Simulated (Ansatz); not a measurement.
# GeH6S2Si: rigid scan of one bond length, by script

How does the energy of GeH6S2Si change as one bond is stretched? Aim: a rigid scan of one bond length, for GeH6S2Si, run from a script. SMILES: [SiH3][S][GeH2][SH].

Computed with the Python package of Ansatz 0.2.0. Level of theory: MP2/def2-SVP.

### Step 1. The structure

Bond lengths: Si1–S2 2.148 Å, S2–Ge3 2.224 Å, Ge3–S4 2.222 Å, Si1–H5 1.470 Å, Si1–H6 1.470 Å, Si1–H7 1.471 Å, Ge3–H8 1.550 Å, Ge3–H9 1.550 Å, S4–H10 1.406 Å. Angles: Si1–S2–Ge3 93.1°, S2–Si1–H5 109.9°, S2–Si1–H6 109.2°, S2–Si1–H7 109.9°, H5–Si1–H6 108.8°, H5–Si1–H7 109.9°, H6–Si1–H7 109.1°, S2–Ge3–S4 110.1°, S2–Ge3–H8 110.4°, S2–Ge3–H9 108.7°, S4–Ge3–H8 109.9°, S4–Ge3–H9 108.8°, H8–Ge3–H9 108.8°, Ge3–S4–H10 92.3°.

No structure file is read: the coordinates are typed or built in the script.

### Step 2. The script

The input, run_scan.py:

```python
"""Stretching a bond of GeH6S2Si, the rest held rigid."""

import ansatz as az
import matplotlib.pyplot as plt
import numpy as np

geometry_ang = [
    ("Si", (1.4775, 0.0049, 0.8469)),
    ("S", (0.4112, -1.7285, 0.1588)),
    ("Ge", (-1.3967, -0.5512, -0.3803)),
    ("S", (-1.0291, 0.6053, -2.2415)),
    ("H", (1.7613, 0.8984, -0.2851)),
    ("H", (2.7505, -0.4184, 1.4487)),
    ("H", (0.6799, 0.7153, 1.8578)),
    ("H", (-1.7796, 0.4119, 0.7728)),
    ("H", (-2.5728, -1.5304, -0.6256)),
    ("H", (-0.3021, 1.5927, -1.5525)),
]
system = az.Crystal.molecule()
for symbol, xyz in geometry_ang:
    system = system.atom(symbol, xyz)

symbols = [site.symbol for site in system.cartesian_sites]
start = np.array([site.position_ang for site in system.cartesian_sites])
axis = (start[5] - start[0]) / np.linalg.norm(start[5] - start[0])
moving = [5]
lengths, energies = [1.25, 1.35, 1.47, 1.62, 1.84, 2.21, 2.65, 3.23], []
for length in lengths:
    xyz = start.copy()
    xyz[moving] += (length - np.linalg.norm(start[5] - start[0])) * axis
    point = az.Crystal.molecule()
    for symbol, place in zip(symbols, xyz):
        point = point.atom(symbol, place.tolist())
    base = (
        point.calculation()
        .basis(gaussian="def2-SVP")
        .correlation("mp2")
    )
    report = base.run(threads=1, backend="cpu").report
    energies.append(report["free_energy_ev"])
    print(f"r = {length:6.3f} A  E = {energies[-1]:.5f} eV  <S^2> = {abs(report['mean_field']['state']['spin_squared']):.3f}")

print("energy above the lowest point (eV):", [round(e - min(energies), 3) for e in energies])
plt.figure(figsize=(4.5, 3))
plt.plot(lengths, np.array(energies) - min(energies), "o-")
plt.xlabel("bond length (A)")
plt.ylabel("E - E(min) (eV)")
plt.tight_layout()
plt.savefig("scan.png", dpi=100)
```

### Step 3. The input behind the calls

The package turns the script's settings into the engine's input (first run):

```yaml
crystal:
  periodic: [false, false, false]
  atoms:
    - { symbol: Si, position_ang: [1.4775, 0.0049, 0.8469] }
    - { symbol: S, position_ang: [0.4112, -1.7285, 0.1588] }
    - { symbol: Ge, position_ang: [-1.3967, -0.5512, -0.3803] }
    - { symbol: S, position_ang: [-1.0291, 0.6053, -2.2415] }
    - { symbol: H, position_ang: [1.7613, 0.8984, -0.2851] }
    - { symbol: H, position_ang: [2.5597388346232917, -0.35496779159154696, 1.3585192699735247] }
    - { symbol: H, position_ang: [0.6799, 0.7153, 1.8578] }
    - { symbol: H, position_ang: [-1.7796, 0.4119, 0.7728] }
    - { symbol: H, position_ang: [-2.5728, -1.5304, -0.6256] }
    - { symbol: H, position_ang: [-0.3021, 1.5927, -1.5525] }
basis:
  gaussian:
    orbitals: def2-SVP
correlation:
  method: mp2
```

### Step 4. The run

The run is started by

```sh
python run_scan.py
```

Without the output at hand: what should come out? Wanted: range of energy; lowest point, distance.

**Answer**, as computed:

| quantity | value |
| --- | --- |
| runs compared | 8 |
| range of energy | 4.698 eV |
| lowest point, distance (Å) | 1.47 |

**Reading.** The curve has its lowest point inside the range, at 1.47. The ends stand 0.718 and 4.7 eV above it. The distance scanned is the script's pair 0, 5. Notes:
- The rest of the molecule is held rigid at a force-field or estimated start geometry, and the basis set is modest; single-reference methods fail as a bond breaks.
- The orbitals are restricted, so S² is zero by construction.
- Toward dissociation an unrestricted state can lie under the restricted one, by tenths of an eV for polar bonds under a functional and by 1 to 2 eV or more for others.
- S² is that of the Hartree-Fock reference.
